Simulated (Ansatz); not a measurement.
**C2H3Sn radical: one species, many methods**

How much do the methods differ for C2H3Sn radical? The plan is to run it at one geometry with functionals of several rungs and with coupled cluster, and see how far each lands from CCSD(T) at the basis-set limit for the atomisation energy.

The runs use Ansatz 0.2.0, Gaussian basis; functionals in def2-TZVPP, the program's frozen cores in correlated methods.

Levels to be run: LDA (SPW92), PBE-D4, revPBE-D4, BLYP-D4, r2SCAN-D4, B97M-V, PBE0-D4, B3LYP-D4, r2SCANh-D4, r2SCAN0-D4, HSE06-D4, BHLYP-D4, CAM-B3LYP-D4, LC-ωPBE, ωB97X-V, ωB97M-V, B2PLYP, PBE-QIDH; CCSD(T)/def2-SVP; CCSD(T)/def2-TZVPP; MP2/def2-QZVPP; extrapolation to the limit; RPA on PBE.

## 1. Structure used throughout

The geometry comes from an earlier relaxation with PBE0-D4 in a triple-zeta def2 set; it is a stationary point. Sn takes the def2 core potential; no spin-orbit term is included.

SMILES `C#[C][SnH2]`, 6 atoms, charge 0, spin multiplicity 2.

Atoms are counted from 1 here; the program's logs count them from 0.

Bond lengths: C1–C2 1.209 Å, C1–H4 1.066 Å, C2–Sn3 2.081 Å, Sn3–H5 1.714 Å, Sn3–H6 1.714 Å. Angles: C2–C1–H4 178.8°, C1–C2–Sn3 174.3°, C2–Sn3–H5 107.8°, C2–Sn3–H6 107.8°, H5–Sn3–H6 111.7°.

## 2. LDA

This LDA is Slater exchange with PW92 correlation.

The input, in.yaml:

```yaml
crystal:
  periodic: [false, false, false]
  atoms:
    - {symbol: C, position_ang: [-0.393120, -1.829974, -0.172129]}
    - {symbol: C, position_ang: [-0.048361, -0.680146, -0.027594]}
    - {symbol: Sn, position_ang: [0.721132, 1.225223, 0.299999]}
    - {symbol: H, position_ang: [-0.715960, -2.837071, -0.307946]}
    - {symbol: H, position_ang: [0.813868, 2.019849, -1.216132]}
    - {symbol: H, position_ang: [-0.335559, 2.038019, 1.377702]}
basis:
  gaussian: {orbitals: def2-TZVPP}
magnetization: {spin_polarized: true, initial_magnetization: 1}
hamiltonian: {xc: lda}
output: {orbitals: {seedname: orbitals}}
```

The runs that follow: PBE-D4 (GGA); revPBE-D4 (GGA); BLYP-D4 (GGA); r2SCAN-D4 (meta-GGA); B97M-V (meta-GGA); PBE0-D4 (hybrid); B3LYP-D4 (hybrid); r2SCANh-D4 (hybrid); r2SCAN0-D4 (hybrid); HSE06-D4 (hybrid); BHLYP-D4 (hybrid); CAM-B3LYP-D4 (range-separated); LC-ωPBE-D4 (range-separated); ωB97X-V (range-separated); ωB97M-V (range-separated); B2PLYP (double hybrid); PBE-QIDH (double hybrid); CCSD(T) in def2-SVP; CCSD(T) in def2-TZVPP; MP2 in def2-QZVPP; RPA on PBE orbitals.

Q: Predict the results of all the runs planned. Wanted: atomisation energy, CCSD(T)/CBS; farthest beyond LDA; mean size of error, GGA; mean size of error, meta-GGA; mean size of error, hybrid; mean size of error, range-separated; mean size of error, double hybrid; gap, smallest and largest; T1 diagnostic.

As calculated:

| quantity | value |
| --- | --- |
| atomisation energy, CCSD(T)/CBS | 476.3 kcal/mol |
| functionals within 4.8 kcal/mol (1.0 %) | revPBE-D4, BLYP-D4, r2SCAN-D4, B97M-V, PBE0-D4, B3LYP-D4, r2SCANh-D4, HSE06-D4, CAM-B3LYP-D4, LC-ωPBE, ωB97X-V, ωB97M-V, PBE-QIDH |
| farthest beyond LDA | BHLYP-D4 (-17.8 kcal/mol) |
| mean size of error, GGA | 4.6 kcal/mol |
| mean size of error, meta-GGA | 2.4 kcal/mol |
| mean size of error, hybrid | 5.5 kcal/mol |
| mean size of error, range-separated | 1.4 kcal/mol |
| mean size of error, double hybrid | 4.7 kcal/mol |
| gap, smallest and largest | 0.79 eV (LDA (SPW92)), 7.72 eV (LC-ωPBE) |
| T1 diagnostic | 0.0193 |
| triples share of the correlation energy | 4.0 % |

What this shows: LDA overbinds by 71.5 kcal/mol (15 %). PBE-D4 is off by +10.6 kcal/mol. Double hybrids carry the basis error of their MP2 part in triple zeta, and no dispersion term here, so their miss is partly the set-up's. The rungs range-separated, meta-GGA, GGA, double hybrid miss on average by less than the doubt on the reference (4.8 kcal/mol), so they tie. The reference freezes the cores and leaves out spin-orbit coupling and excitations past (T), and its outer-core shells are covered unevenly, so misses under about 4.8 kcal/mol can't be ranked. All levels share the lack of spin-orbit coupling, which lowers the free heavy atoms and so the true binding. Hartree-Fock recovers 71 % of the binding; the rest is correlation. CCSD(T) in def2-SVP is off by -27.4 kcal/mol, more than most functionals: a good method in a small basis is no reference. The gap grows from 0.8 to 7.7 eV across the functionals, mostly with the share of exact exchange. Correlated methods include outer-core shells of Sn, which these sets cover unevenly.
